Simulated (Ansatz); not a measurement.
**C2H5AlN2: small, medium and large basis sets**

How large a basis does C2H5AlN2 need? Two functionals are run in growing sets.

Computed with Ansatz 0.2.0, Gaussian basis. Level: one geometry, several basis sets.

Levels to be run: PBE0-D4/def2-SVP; ωB97M-V/def2-SVP; PBE0-D4/def2-QZVPP; ωB97M-V/def2-QZVPP; the functionals' def2-TZVPP values are taken from earlier runs.

## (1) The relaxed structure

All runs share one geometry, relaxed beforehand with PBE0-D4 in a triple-zeta def2 set.

10 atoms, charge 0, spin multiplicity 1.

Atoms are counted from 1 here; the program's logs count them from 0.

Bond lengths: N1–C2 1.333 Å, N1–H6 1.008 Å, N1–H7 1.008 Å, C2–C3 1.219 Å, C3–Al4 1.883 Å, Al4–N5 1.767 Å, Al4–H8 1.580 Å, N5–H9 1.007 Å, N5–H10 1.007 Å. Angles: C2–N1–H6 116.8°, C2–N1–H7 116.9°, H6–N1–H7 113.9°, N1–C2–C3 177.6°, C2–C3–Al4 178.1°, C3–Al4–N5 119.1°, C3–Al4–H8 122.6°, N5–Al4–H8 118.3°, Al4–N5–H9 124.5°, Al4–N5–H10 125.0°, H9–N5–H10 110.5°.

## (2) PBE0-D4 in def2-SVP

The input, in.yaml:

```yaml
crystal:
  periodic: [false, false, false]
  atoms:
    - {symbol: N, position_ang: [1.964372, -0.935321, -2.003259]}
    - {symbol: C, position_ang: [1.077640, -0.681063, -1.041423]}
    - {symbol: C, position_ang: [0.304272, -0.434674, -0.131858]}
    - {symbol: Al, position_ang: [-0.880659, -0.110301, 1.294567]}
    - {symbol: N, position_ang: [-1.574607, 1.503260, 1.485704]}
    - {symbol: H, position_ang: [2.113599, -1.903667, -2.239500]}
    - {symbol: H, position_ang: [1.964369, -0.316139, -2.798386]}
    - {symbol: H, position_ang: [-1.289395, -1.228980, 2.333107]}
    - {symbol: H, position_ang: [-2.214439, 1.766212, 2.216997]}
    - {symbol: H, position_ang: [-1.381952, 2.289472, 0.887050]}
basis:
  gaussian: {orbitals: def2-SVP}
hamiltonian: {xc: pbe0, dispersion: d4}
output: {orbitals: {seedname: orbitals}}
```

After this run come: ωB97M-V in def2-SVP; PBE0-D4 in def2-QZVPP; ωB97M-V in def2-QZVPP.

Q: Predict the results of all the runs planned. Wanted: PBE0-D4: double and triple zeta above quadruple; ωB97M-V: double and triple zeta above quadruple.

The runs gave:

```
                                       quantity          value
PBE0-D4: double and triple zeta above quadruple  8.82, 0.51 eV
ωB97M-V: double and triple zeta above quadruple  9.01, 0.48 eV
```

For PBE0-D4 the step from double to triple zeta gains 8.31 eV and the next only 0.51 eV. Total energies overstate the basis error of differences, where much of it tends to cancel. The LUMO of ωB97M-V is positive and keeps falling with the basis (1.74 to 1.06 eV): an unbound level that the basis holds in place.
